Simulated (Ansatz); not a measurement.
# C₅H₃N₃: a ladder of functionals and wavefunction methods

One table from this session's results is given with a row withheld; the runs are named, their logs left out.

The runs use Ansatz 0.2.0, Gaussian basis; functionals in def2-TZVPP, the program's frozen cores in correlated methods.

The runs, in order: LDA (SPW92), PBE-D4, revPBE-D4, BLYP-D4, r2SCAN-D4, B97M-V, PBE0-D4, B3LYP-D4, r2SCANh-D4, r2SCAN0-D4, HSE06-D4, BHLYP-D4, CAM-B3LYP-D4, LC-ωPBE, ωB97X-V, ωB97M-V, B2PLYP, PBE-QIDH; CCSD(T)/def2-SVP; CCSD(T)/def2-TZVPP; MP2/def2-QZVPP; extrapolation to the limit; RPA on PBE.

## The relaxed structure

All runs share one geometry, relaxed beforehand with PBE0-D4 in a triple-zeta def2 set.

SMILES `CC(C#N)(C#N)C#N`, 11 atoms, charge 0, spin multiplicity 1.

Atoms are counted from 1 here; the program's logs count them from 0.

Bond lengths: C1–C2 1.547 Å, C1–H9 1.089 Å, C1–H10 1.089 Å, C1–H11 1.089 Å, C2–C3 1.472 Å, C2–C5 1.472 Å, C2–C7 1.472 Å, C3–N4 1.147 Å, C5–N6 1.147 Å, C7–N8 1.147 Å. Angles: C2–C1–H9 109.1°, C2–C1–H10 109.1°, C2–C1–H11 109.1°, H9–C1–H10 109.8°, H9–C1–H11 109.8°, H10–C1–H11 109.8°, C1–C2–C3 109.7°, C1–C2–C5 109.7°, C1–C2–C7 109.7°, C3–C2–C5 109.2°, C3–C2–C7 109.2°, C5–C2–C7 109.2°, C2–C3–N4 177.7°, C2–C5–N6 177.7°, C2–C7–N8 177.7°.

The first run:

File in.yaml:

```yaml
crystal:
  periodic: [false, false, false]
  atoms:
    - {symbol: C, position_ang: [-0.783984, -0.596045, -0.772022]}
    - {symbol: C, position_ang: [0.185199, 0.140797, 0.182346]}
    - {symbol: C, position_ang: [1.565966, -0.000319, -0.306958]}
    - {symbol: N, position_ang: [2.626653, -0.134659, -0.723027]}
    - {symbol: C, position_ang: [-0.165596, 1.568901, 0.239811]}
    - {symbol: N, position_ang: [-0.472907, 2.674129, 0.255572]}
    - {symbol: C, position_ang: [0.087337, -0.437517, 1.532093]}
    - {symbol: N, position_ang: [-0.019982, -0.917252, 2.568700]}
    - {symbol: H, position_ang: [-1.801985, -0.485810, -0.401722]}
    - {symbol: H, position_ang: [-0.704210, -0.161314, -1.767133]}
    - {symbol: H, position_ang: [-0.516502, -1.650931, -0.807662]}
basis:
  gaussian: {orbitals: def2-TZVPP}
hamiltonian: {xc: lda}
output: {orbitals: {seedname: orbitals}}
```

Command:

```
ansatz run in.yaml --threads 2 --pin off --events-out ev --progress --plain --max-ram 32768MiB --backend cuda --devices 0, --max-vram 18GiB
```

Steps of the session up to this table: LDA; PBE-D4 (GGA); revPBE-D4 (GGA); BLYP-D4 (GGA); r2SCAN-D4 (meta-GGA); B97M-V (meta-GGA); PBE0-D4 (hybrid); B3LYP-D4 (hybrid); r2SCANh-D4 (hybrid); r2SCAN0-D4 (hybrid); HSE06-D4 (hybrid); BHLYP-D4 (hybrid); CAM-B3LYP-D4 (range-separated); LC-ωPBE (range-separated); ωB97X-V (range-separated); ωB97M-V (range-separated); B2PLYP (double hybrid); PBE-QIDH (double hybrid).

One table of the session follows, with a row left open; its other results are not shown here.

It belongs to the step «Orbital energies across the functionals». 

```
  functional  HOMO (eV)  gap (eV)
 LDA (SPW92)      -9.49      6.99
      PBE-D4      -9.26      7.04
   revPBE-D4      -9.18      7.07
     BLYP-D4          ?         ?
   r2SCAN-D4      -9.57      7.54
      B97M-V      -9.56      7.63
     PBE0-D4     -10.65      9.46
    B3LYP-D4     -10.41      8.95
  r2SCANh-D4     -10.09      8.44
  r2SCAN0-D4     -10.86      9.78
    HSE06-D4     -10.25      8.67
    BHLYP-D4     -11.90     11.76
CAM-B3LYP-D4     -12.10     12.02
     LC-ωPBE     -13.53     14.71
     ωB97X-V     -13.09     14.14
     ωB97M-V     -12.96     13.84
```

Q: Estimate the row for BLYP-D4 from the others.

Worked estimate for «HOMO (eV)». Against the share of exact exchange, B3LYP-D4 (0.2, -10.41), BHLYP-D4 (0.5, -11.90) give a slope of -4.97 per unit share; at 0 the line stands at -9.42.

As computed: HOMO (eV): -9.13; gap (eV): 7.02. In «HOMO (eV)» the line misses by -0.29.
